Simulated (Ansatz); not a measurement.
# B2FH5Si: the cost of one run

Program: Ansatz 0.2.0. Level of theory: RKS PBE-D4/6-31G. These are calculated values, not measurements.

**1. The structure to begin with**

Bond lengths: B1–B2 1.589 Å, B2–Si3 1.930 Å, Si3–F4 1.609 Å, B1–H5 1.225 Å, B1–H6 1.211 Å, B2–H7 1.207 Å, Si3–H8 1.530 Å, Si3–H9 1.513 Å. Angles: B1–B2–Si3 119.3°, B1–B2–H7 120.5°, Si3–B2–H7 120.2°, B2–B1–H5 122.3°, B2–B1–H6 123.4°, H5–B1–H6 114.2°, B2–Si3–F4 110.8°, B2–Si3–H8 107.4°, B2–Si3–H9 110.0°, F4–Si3–H8 108.5°, F4–Si3–H9 112.7°, H8–Si3–H9 107.2°.

Structure file:

```xyz
9

B    -0.7578    1.1304   -0.9797
B     0.5210    0.3253   -0.4881
Si    0.3330   -0.9725    0.9279
F    -0.6532   -2.1644    0.4844
H    -0.7032    1.9608   -1.8787
H    -1.8567    1.0044   -0.4855
H     1.5998    0.5206   -0.9927
H     1.7191   -1.5620    1.1941
H    -0.1134   -0.2888    2.2012
```

**2. Preparing the start**

Contents of input.yaml:

```yaml
crystal:
  periodic: [false, false, false]
  atoms:
    - { symbol: B, position_ang: [-0.7578, 1.1304, -0.9797] }
    - { symbol: B, position_ang: [0.521, 0.3253, -0.4881] }
    - { symbol: Si, position_ang: [0.333, -0.9725, 0.9279] }
    - { symbol: F, position_ang: [-0.6532, -2.1644, 0.4844] }
    - { symbol: H, position_ang: [-0.7032, 1.9608, -1.8787] }
    - { symbol: H, position_ang: [-1.8567, 1.0044, -0.4855] }
    - { symbol: H, position_ang: [1.5998, 0.5206, -0.9927] }
    - { symbol: H, position_ang: [1.7191, -1.562, 1.1941] }
    - { symbol: H, position_ang: [-0.1134, -0.2888, 2.2012] }
basis:
  gaussian: { orbitals: "6-31G" }
hamiltonian:
  xc: pbe
  dispersion: d4
relax:
  f_tol: 0.02
  max_steps: 40
scf:
  lower_state_search: "off"
output:
  orbitals: {}
```

On the command line:

```console
ansatz run input.yaml --threads 1 --pin off --max-ram 2048MiB --backend cpu --events-out ev --progress --plain --runs-dir out
```

**Question.** How long does this run take on 1 thread of Intel Xeon Platinum 8259CL at 2.50GHz (Skylake/Cascade Lake), shared host, and how much memory does it need?

About 32 s, with a peak of 0.15 GiB.
